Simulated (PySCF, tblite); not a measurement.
# C4H6FO2Si radical: geometry, infrared bands and EPR parameters

Aim: predict the infrared bands and EPR parameters of C4H6FO2Si radical (`C=C(F)C(=O)[CH][SiH2]O`).

Programs: tblite 0.8.0 and PySCF 2.14.0, with density-fitted response routines of our own. Each step states its level of theory. These are calculated values for one molecule in the gas phase, unless marked as measured. Atoms are numbered from 0 throughout.

## (1) The starting structure

14 atoms, charge 0, multiplicity 2; geometry from: force field or distance geometry start.

Bonds of the start (Å): C0–C1 1.32, C1–F2 1.36, C1–C3 1.49, C3–O4 1.21, C3–C5 1.47, C5–Si6 1.80, Si6–O7 1.65, C0–H8 1.09, C0–H9 1.08, C5–H10 1.08, Si6–H11 1.48, Si6–H12 1.49, O7–H13 0.98.

## (2) Relaxing the molecule with GFN2-xTB

What the job is given:

```
{"job": {"kind": "relax", "xc": "GFN2-xTB", "basis": "xTB"}, "charge": 0, "multiplicity": 2}
C     -2.812400     0.772000    -0.136900
C     -1.801900     0.101200     0.377400
F     -1.983700    -0.723000     1.446700
C     -0.410700     0.198200    -0.152100
O     -0.116900     0.898200    -1.093400
C      0.589800    -0.621400     0.553300
Si     2.311700    -0.646400     0.017400
O      2.708500     0.626800    -0.962200
H     -3.810100     0.672100     0.284500
H     -2.689500     1.435200    -0.981200
H      0.310500    -1.226600     1.403400
H      2.580300    -1.914700    -0.700000
H      3.189300    -0.616300     1.218300
H      1.934400     1.044300    -1.392000
```

The run is started by

```bash
> OMP_NUM_THREADS=1 python probes_run.py task.json out
```

The driver reads the jobs from task.json and runs them one after another.

**Question.** This job is followed by: GFN2-xTB harmonic vibrations, gas phase; UKS B3LYP, pcH-1 on C F H O Si, non-relativistic, mean-field spin-orbit, GIAO. What will the session give for the following? strongest single infrared mode (GFN2-xTB); zero-point energy (GFN2-xTB); g(iso) (B3LYP); ⟨S²⟩; largest a(iso) (averaged by class); potential on the surface of density 0.002 e/bohr³, 1st and 99th percentile.

As calculated:

| quantity | value |
| --- | --- |
| strongest single infrared mode (GFN2-xTB) | 883 cm⁻¹, 274 km/mol |
| zero-point energy (GFN2-xTB) | 54.5 kcal/mol |
| g(iso) (B3LYP) | 2.00473 |
| ⟨S²⟩ | 0.764 (exact 0.75) |
| largest a(iso) (averaged by class) | 13C on C5, 58.8 MHz |
| potential on the surface of density 0.002 e/bohr³, 1st and 99th percentile | -1.47 V and 1.35 V |

What this shows: Relaxing lowered the energy by 0.225 eV in 71 steps; the close pair that moved most is C5–Si6, from 1.804 to 1.878 Å. All 36 modes are real, so the xTB geometry is a minimum. The strongest single mode, at 883 cm⁻¹, moves mainly H13. Unscaled tight-binding wavenumbers are off by several per cent, some by more. Its intensities can rank the bands wrongly. The largest share of the spin, 0.80 e, sits on C5. The isotropic g lies 2.4 ppt above the free-electron value.
